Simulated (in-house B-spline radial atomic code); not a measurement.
**Hf¹⁰⁺: excited configurations**

How much energy does it take to promote electrons of Hf¹⁰⁺ to other shells? Each configuration is solved by itself and compared with the reference.

Program: in-house B-spline radial atomic code version 1. Level of theory: Dirac-Hartree-Fock, average of configuration, Fermi nucleus, basis-set limit. These are calculated values, not measurements, unless marked.

**1. What is computed**

```
element       : hafnium (Z = 72)
charge        : +10
electrons     : 62
configuration : [Kr] 4d10 4f12 5s2 5p2
Hamiltonian   : Dirac-Coulomb
nucleus       : Fermi, rms radius 5.347 fm
```

Outer shells as boxes (Hund's rule):

[Kr] 4d10 4f12 5s2 5p2
```
[Kr] core
4d [↑↓][↑↓][↑↓][↑↓][↑↓]
4f [↑↓][↑↓][↑↓][↑↓][↑↓][↑ ][↑ ]
5s [↑↓]
5p [↑ ][↑ ][  ]
```

The boxes draw the filling by Hund's rule, which heavy ions in jj coupling don't follow; these runs average over all states of the configuration.

Settings, as recorded:

```ini
Z = 72
electrons = 62.0
configuration = [Kr] 4d10 4f12 5s2 5p2
hamiltonian = dirac
method = hf
spin_polarised = False
nucleus = fermi
rms_radius = 5.347
mass_number = 180
atomic_mass = 179.946559537
speed_of_light = 137.035999084
```

This reference run was done before. Its total energy is -15058.544718 hartree, and its levels are (the highest eight at most):

| orbital | occupation | energy (eV) | <r> (bohr) |
| --- | --- | --- | --- |
| 4p3/2 | 4 | -586.52 | 0.5041 |
| 4d3/2 | 4 | -424.09 | 0.5220 |
| 4d5/2 | 6 | -412.70 | 0.5327 |
| 5s1/2 | 2 | -233.33 | 1.044 |
| 4f5/2 | 5.14286 | -210.61 | 0.5908 |
| 4f7/2 | 6.85714 | -208.59 | 0.5975 |
| 5p1/2 | 0.666667 | -203.46 | 1.109 |
| 5p3/2 | 1.33333 | -192.11 | 1.170 |

**2. Configuration [Kr] 4d9 4f12 5s2 5p2 6s1**

Settings, as recorded:

```ini
Z = 72
electrons = 62.0
configuration = [Kr] 4d9 4f12 5s2 5p2 6s1
hamiltonian = dirac
method = hf
spin_polarised = False
nucleus = fermi
rms_radius = 5.347
mass_number = 180
atomic_mass = 179.946559537
speed_of_light = 137.035999084
```

**3. Run with [Kr] 4d10 4f12 5s2 5p1 6g1**

Changes to the settings of step 2:

```diff
@@ -2,3 +2,3 @@
 electrons = 62.0
-configuration = [Kr] 4d9 4f12 5s2 5p2 6s1
+configuration = [Kr] 4d10 4f12 5s2 5p1 6g1
 hamiltonian = dirac
```

**4. [Kr] 4d10 4f11 5s2 5p2 8d1**

Changes to the settings of step 3:

```diff
@@ -2,3 +2,3 @@
 electrons = 62.0
-configuration = [Kr] 4d10 4f12 5s2 5p1 6g1
+configuration = [Kr] 4d10 4f11 5s2 5p2 8d1
 hamiltonian = dirac
```

**5. [Kr] 4d10 4f12 5s2 5p1 9d1**

Changes to the settings of step 4:

```diff
@@ -2,3 +2,3 @@
 electrons = 62.0
-configuration = [Kr] 4d10 4f11 5s2 5p2 8d1
+configuration = [Kr] 4d10 4f12 5s2 5p1 9d1
 hamiltonian = dirac
```

**6. Run with [Kr] 4d9 4f12 5s2 5p2 6p1**

Changes to the settings of step 5:

```diff
@@ -2,3 +2,3 @@
 electrons = 62.0
-configuration = [Kr] 4d10 4f12 5s2 5p1 9d1
+configuration = [Kr] 4d9 4f12 5s2 5p2 6p1
 hamiltonian = dirac
```

**7. [Kr] 4d10 4f11 5s2 5p2 9g1**

Changes to the settings of step 6:

```diff
@@ -2,3 +2,3 @@
 electrons = 62.0
-configuration = [Kr] 4d9 4f12 5s2 5p2 6p1
+configuration = [Kr] 4d10 4f11 5s2 5p2 9g1
 hamiltonian = dirac
```

How far above the reference does each configuration lie (order and size, in eV)?

**Answer**, as computed:

| net move | configuration | energy above the reference (eV) | with Breit, QED, recoil (eV) | largest <r> (bohr) |
| --- | --- | --- | --- | --- |
| 5p → 6g | [Kr] 4d10 4f12 5s2 5p1 6g1 | 148.73 | 148.53 | 3.85 |
| 4f → 8d | [Kr] 4d10 4f11 5s2 5p2 8d1 | 165.52 | 165.66 | 5.52 |
| 5p → 9d | [Kr] 4d10 4f12 5s2 5p1 9d1 | 166.21 | 166.02 | 7.46 |
| 4f → 9g | [Kr] 4d10 4f11 5s2 5p2 9g1 | 183.92 | 184.05 | 9.85 |
| 4d → 6s | [Kr] 4d9 4f12 5s2 5p2 6s1 | 293.02 | 292.89 | 1.94 |
| 4d → 6p | [Kr] 4d9 4f12 5s2 5p2 6p1 | 307.70 | 307.51 | 2.18 |

Quantum defects of the promoted electron, δ = n − ζ/√(−2ε) with ζ = 11 and ε its orbital energy in hartree:

| promotion | δ |
| --- | --- |
| 5p → 6g | 0.063 |
| 4f → 8d | 1.518 |
| 5p → 9d | 1.494 |
| 4f → 9g | 0.099 |
| 4d → 6s | 2.274 |
| 4d → 6p | 2.019 |

What this shows: The energies run from 148.73 eV (5p → 6g) to 307.70 eV (4d → 6p). Koopmans' estimate of the ionisation threshold is 192.11 eV; 2 configurations exceed it by over 2 % and could autoionise. Of those tabulated, the defect is largest for 6s (2.27) and least for 6g (0.06): low angular momentum penetrates the core, high angular momentum stays outside it. Two partly filled shells share a symmetry and can mix in the average, which may lower the energy, for: 4d → 6p. These are averages over configurations, without correlation, not spectroscopic levels.
